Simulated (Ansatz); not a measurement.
# WS2 (tungsten disulfide, one layer): the cost of one run

Program: Ansatz 0.2.0. Level of theory: DFT LDA, scalar-relativistic, plane waves, PAW. These are calculated values, not measurements.

## (1) The starting structure

It takes space group P-6m2 (No. 187, hexagonal). The conventional cell has a = 3.121 Å, b = 3.121 Å, c = 20.000 Å, α = 90.00°, β = 90.00°, γ = 120.00°. W (site symmetry -6m2) is surrounded by 6 S at 2.39 Å. Around S (site symmetry 3m) lie 3 W at 2.39 Å.

Structure file:

```cif
data_structure
_symmetry_space_group_name_H-M 'P-6m2'
_symmetry_Int_Tables_number 187
_cell_length_a 3.1215
_cell_length_b 3.1215
_cell_length_c 20.0000
_cell_angle_alpha 90.000
_cell_angle_beta 90.000
_cell_angle_gamma 120.000
_cell_volume 168.76
loop_
_atom_site_label
_atom_site_type_symbol
_atom_site_symmetry_multiplicity
_atom_site_Wyckoff_symbol
_atom_site_fract_x
_atom_site_fract_y
_atom_site_fract_z
_atom_site_occupancy
W1 W 1 b 0.00000 0.00000 0.50000 1
S1 S 2 h 0.33333 0.66667 0.57855 1
```

## (2) Relaxing the atoms: WS2 (tungsten disulfide, one layer), no spin

Contents of input.yaml:

```yaml
crystal:
  lattice:
    - [3.12147, 0.0, 0.0]
    - [-1.560735, 2.703272317, 0.0]
    - [0.0, 0.0, 20.0]
  atoms:
    - { symbol: W, position: [0.333333333, 0.666666667, 0.5] }
    - { symbol: S, position: [0.666666667, 0.333333333, 0.57855] }
    - { symbol: S, position: [0.666666667, 0.333333333, 0.42145] }
scf:
  occupations: { method: fixed }
output:
  forces: true
  stress: true
  eigenvalues: true
  write_density: true
  write_potential: true
  elf: true
  volumetric_format: npy
hamiltonian:
  xc: lda
kpoints:
  mp_grid: { grid: [15, 15, 1] }
basis:
  ecutwfc: 520
relax:
  f_tol: 0.001
  max_steps: 60
```

On the command line:

```sh
> ansatz run input.yaml --threads 4 --pin off --max-ram 9216MiB --backend cpu --events-out ev --progress --plain --runs-dir out
```

**Question.** How long does this run take on 4 threads of Arm Neoverse V2, shared host, and how much memory does it need?

About 9.7 s, with a peak of 0.5 GiB.
